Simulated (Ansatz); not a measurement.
# Iridium, dhcp under LDA: structure, energy and stiffness

The plan for iridium in the dhcp structure: relax it, solve it on a dense k-mesh, then scale the cell to 7 volumes from 88 to 112 % of the relaxed one and try a fit of the equation of state. Spin polarisation is left out. The k-meshes are 13×13×4 for the relaxation; 18×18×5 for the dense run; 15×15×4 for the volumes.

Method: DFT LDA (PW92), plane waves (420 eV) with PAW, scalar-relativistic; PAW files made under PBE, frozen cores solved again for the functional, in Ansatz 0.2.0.

## (1) The starting structure

Symmetry: P6_3/mmc, No. 194, hexagonal system. The conventional cell has a = 2.715 Å, b = 2.715 Å, c = 8.867 Å, α = 90.00°, β = 90.00°, γ = 120.00°. Ir (site symmetry -3m) is surrounded by 12 Ir at 2.71 Å. Ir (site symmetry -6m2) is surrounded by 12 Ir at 2.71 Å.

Structure file:

```xyz
4
Lattice="2.7149 0.0000 0.0000 -1.3574 2.3511 0.0000 0.0000 0.0000 8.8667" Properties=species:S:1:pos:R:3 pbc="T T T"
Ir    0.0000    0.0000    0.0000
Ir    0.0000    0.0000    4.4334
Ir    0.0000    1.5674    2.2167
Ir    1.3574    0.7837    6.6501
```

## (2) Relaxation of the cell

File input.yaml:

```yaml
crystal:
  lattice:
    - [2.7148619862, 0.0, 0.0]
    - [-1.3574309931, 2.3511394478, 0.0]
    - [0.0, 0.0, 8.8667392469]
  atoms:
    - { symbol: Ir, position: [0.0, 0.0, 0.0] }
    - { symbol: Ir, position: [0.0, 0.0, 0.5] }
    - { symbol: Ir, position: [0.3333333333, 0.6666666667, 0.25] }
    - { symbol: Ir, position: [0.6666666667, 0.3333333333, 0.75] }
hamiltonian:
  xc: lda
  pseudopotentials:
    kind: paw
    azcp:
      Ir: "pseudopotentials/Ir.paw.azcp"
basis:
  ecutwfc: 420
  fft_grid_basis: typed
kpoints:
  mp_grid: { grid: [13, 13, 4], shift: [0, 0, 0] }
magnetization:
  spin_polarized: false
scf:
  occupations: { method: fermi_dirac, width: 0.1 }
relax:
  max_steps: 60
  f_tol: 0.01
  cell: {}
```

After this run come: The energy on a finer k-mesh; The cell scaled to 88 % of its volume; The cell scaled to 92 % of its volume; The cell scaled to 96 % of its volume; The cell scaled to 100 % of its volume; The cell scaled to 104 % of its volume; The cell scaled to 108 % of its volume; The cell scaled to 112 % of its volume.

Q: Predict the outcome of this session. Wanted: space group; conventional cell; volume; shortest distance; gap on the mesh; relative to fcc; V₀, B₀, B₀′.

**Answer**, as computed:

```
                      quantity                                   value
space group (spins left aside)                      P6_3/mmc (No. 194)
             conventional cell  a = 2.697 Å, c = 8.811 Å (c/a = 3.267)
                        volume                          13.876 Å³/atom
             shortest distance                                 2.697 Å
               gap on the mesh            none (levels filled in part)
               relative to fcc                            +39 meV/atom
                   V₀, B₀, B₀′            13.860 Å³/atom, 404 GPa, 5.0
```

**Reading.** From the guessed start the volume shrank by 1.9 % in 5 steps. It lies 39 meV/atom above the element's reference form at the same level (fcc, from a run of its own). No gap shows: it is a metal or semimetal at this level. B₀ comes out at 404 GPa, among the stiffest elements; letting shape and positions relax at each volume could only lower it. Relaxation kept the symmetry; phonons were not checked.
